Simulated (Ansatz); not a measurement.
# GeP+ (quintet): wave-function methods side by side, cc-pVTZ

How much of the correlation energy of GeP+ (quintet) does each wave-function method recover here?

Program: Ansatz 0.2.0, Gaussian basis. Level of theory: cc-pVTZ, core rule «outside noble gas», up to 19 orbitals frozen. These are calculated values, not measurements.

To be run: UHF; CCSD(T) on ROHF; CCSD(T) on UHF; BCCD(T) on ROHF; CISD; CCSDT(Q) on ROHF; CCSDT(Q) on UHF; CASSCF and MRCISD+Q, 8 electrons in 8 orbitals; CASSCF and NEVPT2, 8 electrons in 8 orbitals.

11 further runs of the same task are left out: 3 that didn't finish, 8 set aside as unsound or not needed.

## (1) The system

The geometry is a PBE0/def2-TZVP stationary point (not a proven minimum) of the parent state, kept for this charge and spin. No spin-orbit coupling is included. The filled d shell of Ge may be among the frozen orbitals whatever the setting's name suggests; the logs give the count.

2 atoms, charge 1, spin multiplicity 5.

Atoms are counted from 1 here; the program's logs count them from 0.

Bond lengths: Ge1–P2 2.304 Å.

## (2) UHF

in.yaml

```yaml
crystal:
  periodic: [false, false, false]
  atoms:
    - {symbol: Ge, position_ang: [0.000000, 0.000000, 0.000000]}
    - {symbol: P, position_ang: [0.000000, 0.000000, 2.303500]}
basis:
  gaussian: {orbitals: cc-pVTZ}
total_charge: 1
magnetization: {spin_polarized: true, initial_magnetization: 4}
hamiltonian: {xc: hf}
output: {orbitals: {seedname: orbitals}}
```

On the command line:

```sh
$ ansatz run in.yaml --threads 1 --pin off --events-out ev --progress --plain --max-ram 2393MiB
```

The runs that follow: CCSD(T) on ROHF; CCSD(T) on UHF; BCCD(T) on ROHF; CISD; CCSDT(Q) on ROHF; CCSDT(Q) on UHF; CASSCF and MRCISD+Q, 8 electrons in 8 orbitals; CASSCF and NEVPT2, 8 electrons in 8 orbitals.

Q: Predict the results of all the runs planned. Wanted: UCCSDT(Q) below the RHF energy; RMP2 from UCCSDT(Q); UMP2 from UCCSDT(Q); RCCSD from UCCSDT(Q); RCCSD(T) from UCCSDT(Q); UCCSD(T) from UCCSDT(Q); RCCSDT(Q) from UCCSDT(Q); NEVPT2 valence from UCCSDT(Q); MRCISD+Q valence from UCCSDT(Q).

As calculated:

| quantity | value |
| --- | --- |
| UCCSDT(Q) below the RHF energy | -4.9723 eV |
| RMP2 from UCCSDT(Q) | +99.6 kJ/mol |
| UMP2 from UCCSDT(Q) | +101.3 kJ/mol |
| RCCSD from UCCSDT(Q) | +27.0 kJ/mol |
| RCCSD(T) from UCCSDT(Q) | +6.1 kJ/mol |
| UCCSD(T) from UCCSDT(Q) | +5.0 kJ/mol |
| RCCSDT(Q) from UCCSDT(Q) | +1.2 kJ/mol |
| NEVPT2 valence from UCCSDT(Q) | +83.5 kJ/mol |
| MRCISD+Q valence from UCCSDT(Q) | +2.9 kJ/mol |
| levels within 1 kcal/mol (43 meV) | RCCSDT, UCCSDT, RCCSDT(Q), MRCISD+Q valence |
| T1 diagnostic | 0.024 |
| effectively unpaired electrons | 4.02 |

What this shows: RCCSD(T) misses by +6.1 kJ/mol, 1.3 % of the correlation energy. One determinant dominates. Of the multireference levels listed MRCISD+Q valence comes nearest in total energy (+2.9 kJ/mol), which doesn't show that its space is the better one. These misses are within one basis, not against nature; the frozen cores of restricted and unrestricted runs differ, which can shift their rows.
